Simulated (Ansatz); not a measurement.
# C3H4Se: the cost of one run

The runs use Ansatz 0.2.0; RKS SPW92 (LDA)/def2-TZVP.

## 1. The system as given

SMILES `C=CC=[Se]`, 8 atoms, charge 0, spin multiplicity 1.

Atoms are counted from 1 here; the program's logs count them from 0.

Bond lengths: C1–C2 1.357 Å, C1–H5 1.103 Å, C1–H6 1.100 Å, C2–C3 1.455 Å, C2–H7 1.105 Å, C3–Se4 1.787 Å, C3–H8 1.107 Å. Angles: C2–C1–H5 120.2°, C2–C1–H6 121.2°, H5–C1–H6 118.6°, C1–C2–C3 125.7°, C1–C2–H7 118.9°, C3–C2–H7 115.5°, C2–C3–Se4 127.9°, C2–C3–H8 114.6°, Se4–C3–H8 117.5°.

Coordinates:

```xyz
8
C3H4Se
C    -0.0591    1.2595    0.0947
C     0.4078    0.0151    0.3689
C    -0.0630   -1.2209   -0.2386
Se   -1.3459   -1.4228   -1.4666
H    -0.8662    1.3990   -0.6444
H     0.3524    2.1471    0.5979
H     1.2158   -0.0993    1.1136
H     0.4503   -2.1349    0.1186
```

This geometry comes from a loose relaxation at PBE in a small basis, which is not shown.

## 3. Setting up the map

The axes are (1) dihedral H5–C1–C2–C3: 12 values from −180 to 150 °, periodic; (2) dihedral C1–C2–C3–Se4: 12 values from −180 to 150 °, periodic.

Nothing else is relaxed (all other coordinates rigid). Energies count from the relaxed molecule at the same level. Points are written as (first, second).

(The set-up runs are not shown.)

## 4. Grid point (−120°, −120°)

input.yaml reads:

```yaml
crystal:
  periodic: [false, false, false]
  atoms:
    - { symbol: C, position_ang: [-0.058542, 1.237127, 0.092657] }
    - { symbol: C, position_ang: [0.410492, 0.015006, 0.370326] }
    - { symbol: C, position_ang: [0.381752, -0.599531, 1.66766] }
    - { symbol: Se, position_ang: [1.759304, -1.15594, 2.623714] }
    - { symbol: H, position_ang: [-0.862197, 1.354592, -0.645855] }
    - { symbol: H, position_ang: [0.339795, 2.127795, 0.584862] }
    - { symbol: H, position_ang: [0.85574, -0.584519, -0.434924] }
    - { symbol: H, position_ang: [-0.618936, -0.732602, 2.103401] }
basis:
  gaussian: { orbitals: def2-TZVP }
hamiltonian:
  xc: lda
output:
  forces: true
```

Run with:

```bash
$ ansatz run input.yaml --threads 1 --pin off --max-ram 2560MiB --backend cpu --events-out ev --progress --plain --runs-dir out
```

**Question.** How long does this run take on 1 thread of Arm Neoverse V2, shared host, and how much memory does it need?

About 3.5 s, with a peak of 0.17 GiB.
